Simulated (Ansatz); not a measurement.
HPbNO4:

```
H Pb N O
1.0
     3.85404    0.14384    0.09012
    -0.25320    5.52698    0.16471
    -0.48197   -1.92720    5.72025
H Pb N O
1 1 1 4
Direct
  0.10913 0.65718 0.54463
  0.61029 0.52127 0.15100
  0.91580 0.96263 0.95867
  0.01384 0.13639 0.88084
  0.72398 0.01057 0.12858
  0.00389 0.73732 0.87043
  0.11927 0.59324 0.37651
```

The cell was built by a generator and needn't be a form met in nature.

Base run:

```yaml
Program: Ansatz 0.2.0
Functional: revPBE
Potentials_or_basis: Ansatz PAW
Cutoff: "420 eV (not typed: the program's choice for these potentials)"
k_mesh: 7 × 5 × 5
Occupations: fermi-dirac, width 0.05 eV
Spin: no spin polarisation
```

Its results: band gap on the k mesh 3.20 eV, indirect (least direct gap 3.28 eV); pressure 1.6 GPa; largest force 0.266 eV/Å.

**Question.** The run is repeated on the same cell with these changes: functional from revPBE to PBE. What comes out?

**Answer.** Band gap on the k mesh 3.16 eV, indirect (least direct gap 3.25 eV); pressure 0.0 GPa; largest force 0.006 eV/Å.

PBE binds more tightly than revPBE, so the same cell stands under less pressure.

Caveats: spin-orbit coupling is left out, which as a rule narrows the gap of such compounds by several tenths of an eV; the PAW data sets come from PBE, with cores solved anew for the run's functional, which leaves a small shift of forces and pressure (some runs).

A k mesh can miss the band edges.
